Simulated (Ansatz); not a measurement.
# C₂H₃F₂GeN: basis-set convergence

The task here is to estimate one member of a computed series from the others.

Program: Ansatz 0.2.0, Gaussian basis. Level of theory: one geometry, several basis sets. These are calculated values, not measurements.

The runs, in order: PBE0-D4/def2-SVP; ωB97M-V/def2-SVP; PBE0-D4/def2-QZVPP; ωB97M-V/def2-QZVPP; the functionals' def2-TZVPP values are taken from earlier runs.

## The relaxed structure

An earlier PBE0-D4 in a triple-zeta def2 set relaxation fixed the geometry.

SMILES `[CH3][Ge]([F])([F])[C]#N`, 9 atoms, charge 0, spin multiplicity 1.

Atoms are counted from 1 here; the program's logs count them from 0.

Bond lengths: C1–Ge2 1.912 Å, C1–H7 1.090 Å, C1–H8 1.090 Å, C1–H9 1.090 Å, Ge2–F3 1.717 Å, Ge2–F4 1.717 Å, Ge2–C5 1.918 Å, C5–N6 1.151 Å. Angles: Ge2–C1–H7 109.5°, Ge2–C1–H8 109.5°, Ge2–C1–H9 109.0°, H7–C1–H8 109.5°, H7–C1–H9 109.6°, H8–C1–H9 109.6°, C1–Ge2–F3 111.9°, C1–Ge2–F4 111.9°, C1–Ge2–C5 115.7°, F3–Ge2–F4 105.4°, F3–Ge2–C5 105.6°, F4–Ge2–C5 105.6°, Ge2–C5–N6 176.6°.

Set-up of the first run:

File in.yaml:

```yaml
crystal:
  periodic: [false, false, false]
  atoms:
    - {symbol: C, position_ang: [-0.511967, -0.959531, 0.806556]}
    - {symbol: Ge, position_ang: [0.477395, 0.042375, -0.486385]}
    - {symbol: F, position_ang: [2.166934, -0.020434, -0.188090]}
    - {symbol: F, position_ang: [0.271229, -0.580651, -2.072829]}
    - {symbol: C, position_ang: [0.042905, 1.906886, -0.603510]}
    - {symbol: N, position_ang: [-0.263795, 3.015687, -0.624065]}
    - {symbol: H, position_ang: [-0.337231, -0.545341, 1.799537]}
    - {symbol: H, position_ang: [-1.575099, -0.907553, 0.571724]}
    - {symbol: H, position_ang: [-0.181871, -1.997838, 0.780061]}
basis:
  gaussian: {orbitals: def2-SVP}
hamiltonian: {xc: pbe0, dispersion: d4}
output: {orbitals: {seedname: orbitals}}
```

On the command line:

```
> ansatz run in.yaml --threads 4 --pin off --events-out ev --progress --plain --max-ram 10444MiB
```

Among the steps run: PBE0-D4 in def2-SVP; ωB97M-V in def2-SVP; PBE0-D4 in def2-QZVPP; ωB97M-V in def2-QZVPP.

One table of the session follows, with a row left open; its other results are not shown here.

| functional | basis | HOMO (eV) |
| --- | --- | --- |
| PBE0-D4 | def2-SVP | -10.28 |
| PBE0-D4 | def2-TZVPP | -10.35 |
| PBE0-D4 | def2-QZVPP | -10.37 |
| ωB97M-V | def2-SVP | -12.56 |
| ωB97M-V | def2-TZVPP | -12.65 |
| ωB97M-V | def2-QZVPP | ? |

Estimate the missing values for ωB97M-V, def2-QZVPP.

The run gave: HOMO (eV): -12.67. In the column «HOMO (eV)» it is the lowest.
